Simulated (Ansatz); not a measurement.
# CsHf3Cd: the cost of one run

Program: Ansatz 0.2.0. Level of theory: DFT PBE, scalar-relativistic, plane waves, PAW. These are calculated values, not measurements.

1 further run of the same task is left out (it didn't finish).

## Step 1: Starting point

It takes space group Pm-3m (No. 221, cubic). The conventional cell has a = 5.019 Å, b = 5.019 Å, c = 5.019 Å, α = 90.00°, β = 90.00°, γ = 90.00°. Cs (site symmetry m-3m) has 6 Hf at 2.51 Å in its first shell of neighbours. Hf (site symmetry 4/mmm) has 2 Cs at 2.51 Å in its first shell of neighbours. Cd (site symmetry m-3m) is surrounded by 12 Hf at 3.55 Å.

Coordinates:

```xyz
5
Lattice="5.0191 0.0000 0.0000 0.0000 5.0191 0.0000 0.0000 0.0000 5.0191" Properties=species:S:1:pos:R:3 pbc="T T T"
Cs    2.5096    2.5096    2.5096
Hf    0.0000    2.5096    2.5096
Hf    2.5096    0.0000    2.5096
Hf    2.5096    2.5096    0.0000
Cd    0.0000    0.0000    0.0000
```

Recipe of the guess: species swapped into a database cell of Mn3AgN (Pm-3m, No. 221), with Hf on the Mn sites, Cd on the Ag sites and Cs on the N sites. Lengths come from tabulated atomic sizes and are only a guess.

## Step 2: Probe: one point on a coarse mesh

Input file input.yaml:

```yaml
crystal:
  lattice:
    - [5.01911274, 0.0, 0.0]
    - [0.0, 5.01911274, 0.0]
    - [0.0, 0.0, 5.01911274]
  atoms:
    - { symbol: Cs, position: [0.5, 0.5, 0.5] }
    - { symbol: Hf, position: [0.0, 0.5, 0.5] }
    - { symbol: Hf, position: [0.5, 0.0, 0.5] }
    - { symbol: Hf, position: [0.5, 0.5, 0.0] }
    - { symbol: Cd, position: [0.0, 0.0, 0.0] }
basis:
  ecutwfc: 420
kpoints:
  mp_grid: { grid: [4, 4, 4] }
hamiltonian:
  xc: pbe
scf:
  occupations: { method: gaussian, width: 0.1 }
  lower_state_search: "off"
output:
  forces: true
  stress: true
  eigenvalues: true
```

The run is started by

```
$ ansatz run input.yaml --threads 1 --pin off --max-ram 2560MiB --backend cpu --events-out ev --progress --plain --runs-dir out
```

**Question.** How long does this run take on 1 thread of Intel Xeon 6975P-C (Granite Rapids), shared host, and how much memory does it need?

About 3 s, with a peak of 0.48 GiB.
